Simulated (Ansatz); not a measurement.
# CH9GeNSi: up Jacob's ladder to CCSD(T)

An exercise on one series of results from a longer session: the logs are not shown, and one member is left open.

The runs use Ansatz 0.2.0, Gaussian basis; functionals in def2-TZVPP, the program's frozen cores in correlated methods.

Levels to be run: LDA (SPW92), PBE-D4, revPBE-D4, BLYP-D4, r2SCAN-D4, B97M-V, PBE0-D4, B3LYP-D4, r2SCANh-D4, r2SCAN0-D4, HSE06-D4, BHLYP-D4, CAM-B3LYP-D4, LC-ωPBE, ωB97X-V, ωB97M-V, B2PLYP, PBE-QIDH; CCSD(T)/def2-SVP; CCSD(T)/def2-TZVPP; MP2/def2-QZVPP; extrapolation to the limit; RPA on PBE.

### Structure used throughout

An earlier PBE0-D4 in a triple-zeta def2 set relaxation fixed the geometry.

SMILES `[CH3][GeH2][NH][SiH3]`, 13 atoms, charge 0, spin multiplicity 1.

Atoms are counted from 1 here; the program's logs count them from 0.

Bond lengths: C1–Ge2 1.947 Å, C1–H5 1.091 Å, C1–H6 1.091 Å, C1–H7 1.091 Å, Ge2–N3 1.846 Å, Ge2–H8 1.544 Å, Ge2–H9 1.541 Å, N3–Si4 1.714 Å, N3–H10 1.008 Å, Si4–H11 1.490 Å, Si4–H12 1.489 Å, Si4–H13 1.492 Å. Angles: Ge2–C1–H5 110.0°, Ge2–C1–H6 110.6°, Ge2–C1–H7 109.9°, H5–C1–H6 109.0°, H5–C1–H7 108.7°, H6–C1–H7 108.6°, C1–Ge2–N3 109.8°, C1–Ge2–H8 110.0°, C1–Ge2–H9 111.7°, N3–Ge2–H8 109.6°, N3–Ge2–H9 105.9°, H8–Ge2–H9 109.8°, Ge2–N3–Si4 126.4°, Ge2–N3–H10 114.4°, Si4–N3–H10 118.4°, N3–Si4–H11 112.1°, N3–Si4–H12 106.6°, N3–Si4–H13 113.9° and more.

The first run:

File in.yaml:

```yaml
crystal:
  periodic: [false, false, false]
  atoms:
    - {symbol: C, position_ang: [-0.163423, 1.854785, -0.807884]}
    - {symbol: Ge, position_ang: [-0.990200, 0.620776, 0.450504]}
    - {symbol: N, position_ang: [-0.456228, -1.105715, 0.074696]}
    - {symbol: Si, position_ang: [1.115343, -1.755458, 0.291146]}
    - {symbol: H, position_ang: [-0.461759, 1.603898, -1.826452]}
    - {symbol: H, position_ang: [-0.463553, 2.881716, -0.592066]}
    - {symbol: H, position_ang: [0.923024, 1.786961, -0.734081]}
    - {symbol: H, position_ang: [-0.582489, 0.985611, 1.894015]}
    - {symbol: H, position_ang: [-2.525858, 0.622879, 0.326605]}
    - {symbol: H, position_ang: [-1.212106, -1.739629, -0.133001]}
    - {symbol: H, position_ang: [1.579421, -2.511373, -0.906355]}
    - {symbol: H, position_ang: [2.025896, -0.600394, 0.520568]}
    - {symbol: H, position_ang: [1.232431, -2.678953, 1.457205]}
basis:
  gaussian: {orbitals: def2-TZVPP}
hamiltonian: {xc: lda}
output: {orbitals: {seedname: orbitals}}
```

Started as:

```bash
$ ansatz run in.yaml --threads 4 --pin off --events-out ev --progress --plain --max-ram 10444MiB
```

Among the steps run: LDA; PBE-D4 (GGA); revPBE-D4 (GGA); BLYP-D4 (GGA); r2SCAN-D4 (meta-GGA); B97M-V (meta-GGA); PBE0-D4 (hybrid); B3LYP-D4 (hybrid); r2SCANh-D4 (hybrid); r2SCAN0-D4 (hybrid); HSE06-D4 (hybrid); BHLYP-D4 (hybrid); CAM-B3LYP-D4 (range-separated); LC-ωPBE (range-separated); ωB97X-V (range-separated); ωB97M-V (range-separated); B2PLYP (double hybrid); PBE-QIDH (double hybrid).

One of the session's tables, all rows but one given; the rest of the session is left out.

It belongs to the step «Frontier levels by functional». 

| functional | HOMO (eV) | gap (eV) |
| --- | --- | --- |
| LDA (SPW92) | -5.89 | 5.02 |
| PBE-D4 | -5.79 | 5.15 |
| revPBE-D4 | -5.74 | 5.22 |
| BLYP-D4 | -5.67 | 5.14 |
| r2SCAN-D4 | -6.07 | 5.85 |
| B97M-V | -6.24 | 5.74 |
| PBE0-D4 | ? | ? |
| B3LYP-D4 | -6.89 | 6.86 |
| r2SCANh-D4 | -6.57 | 6.63 |
| r2SCAN0-D4 | -7.31 | 7.77 |
| HSE06-D4 | -6.71 | 6.55 |
| BHLYP-D4 | -8.36 | 9.37 |
| CAM-B3LYP-D4 | -8.48 | 9.62 |
| LC-ωPBE | -9.84 | 12.19 |
| ωB97X-V | -9.50 | 11.66 |
| ωB97M-V | -9.40 | 11.21 |

**Question.** Estimate the row for PBE0-D4.

As computed: HOMO (eV): -7.11; gap (eV): 7.32. In the column «HOMO (eV)» it lies between r2SCAN0-D4 (-7.31) and B3LYP-D4 (-6.89).
